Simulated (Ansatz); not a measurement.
**GeH2Cl2: how energies converge with the basis set**

The task here is to estimate one member of a computed series from the others.

Program: Ansatz 0.2.0, Gaussian basis. Level of theory: one geometry, several basis sets. These are calculated values, not measurements.

Levels to be run: PBE0-D4/def2-SVP; ωB97M-V/def2-SVP; PBE0-D4/def2-QZVPP; ωB97M-V/def2-QZVPP; the functionals' def2-TZVPP values are taken from earlier runs.

### The relaxed structure

The geometry comes from an earlier relaxation with PBE0-D4 in a triple-zeta def2 set; it is a stationary point.

5 atoms, charge 0, spin multiplicity 1.

Atoms are counted from 1 here; the program's logs count them from 0.

Bond lengths: Cl1–Ge2 2.140 Å, Ge2–Cl3 2.140 Å, Ge2–H4 1.528 Å, Ge2–H5 1.528 Å. Angles: Cl1–Ge2–Cl3 108.2°, Cl1–Ge2–H4 108.2°, Cl1–Ge2–H5 108.2°, Cl3–Ge2–H4 108.2°, Cl3–Ge2–H5 108.2°, H4–Ge2–H5 115.8°.

Set-up of the first run:

The input, in.yaml:

```yaml
crystal:
  periodic: [false, false, false]
  atoms:
    - {symbol: Cl, position_ang: [-1.771472, -0.157714, 0.977201]}
    - {symbol: Ge, position_ang: [0.027410, 0.080329, -0.156397]}
    - {symbol: Cl, position_ang: [1.579355, -1.030178, 0.811039]}
    - {symbol: H, position_ang: [-0.198885, -0.525004, -1.541382]}
    - {symbol: H, position_ang: [0.413594, 1.558869, -0.131862]}
basis:
  gaussian: {orbitals: def2-SVP}
hamiltonian: {xc: pbe0, dispersion: d4}
output: {orbitals: {seedname: orbitals}}
```

Among the steps run: PBE0-D4 in def2-SVP; ωB97M-V in def2-SVP; PBE0-D4 in def2-QZVPP; ωB97M-V in def2-QZVPP.

One of the session's tables, all rows but one given; the rest of the session is left out.

It belongs to the step «Density functionals: the series». 

| functional | basis | HOMO (eV) |
| --- | --- | --- |
| PBE0-D4 | def2-SVP | -8.87 |
| PBE0-D4 | def2-TZVPP | ? |
| PBE0-D4 | def2-QZVPP | -9.04 |
| ωB97M-V | def2-SVP | -11.04 |
| ωB97M-V | def2-TZVPP | -11.24 |
| ωB97M-V | def2-QZVPP | -11.27 |

Q: Estimate the row for PBE0-D4, def2-TZVPP from the others.

The run gave: HOMO (eV): -9.01. In the column «HOMO (eV)» it lies between PBE0-D4, def2-QZVPP (-9.04) and PBE0-D4, def2-SVP (-8.87).
